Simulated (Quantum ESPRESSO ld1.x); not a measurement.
# H in 1s1: an all-electron calculation

Aim: the levels, the sizes of the orbitals and the parts of the energy of neutral hydrogen.

Program: Quantum ESPRESSO ld1.x 7.5. Level of theory: scalar-relativistic Kohn-Sham, LDA (Slater exchange, VWN5 correlation), spin-unpolarised, spherical densities, point nucleus. These are calculated values, not measurements, unless marked.

## 1. Starting point

* element: hydrogen (Z = 1)
* charge: 0
* electrons: 1
* configuration: 1s1

The outer shells:

H
```
1s [↑ ]
```

## 2. The calculation

Contents of ld1.in:

```fortran
 &input
    atom='H',
    iswitch=1,
    rel=1,
    dft='SLA-VWN',
    config='1s1',
    verbosity='high',
    prefix='ld1',
    max_out_wfc=37,
    file_charge='ld1.rho',
 /
```

**Question.** What will this run give?

**Answer**, as computed:

| quantity | value |
| --- | --- |
| total energy | -0.4457 hartree |
| exchange-correlation share of it | 52.17 % |
| −T/E | 0.9537 |
| highest occupied level | 1s, -6.353 eV |
| most extended occupied level | 1s, <r> = 1.67 bohr |
| radius at density 0.001 e/bohr³ | 3.03 bohr |
| maxima of the radial density | 1 |
| ionisation energy, NIST | 13.598 (theory) eV |

**Reading.** 1 principal shells are occupied and 1 maxima appear in the radial density. The top level binds by 6.353 eV, 47 % of the NIST ionisation energy of 13.598 eV; the potential of a semilocal functional falls off too fast, so its top eigenvalue is too shallow. Spin polarisation and multiplet splitting are left out.
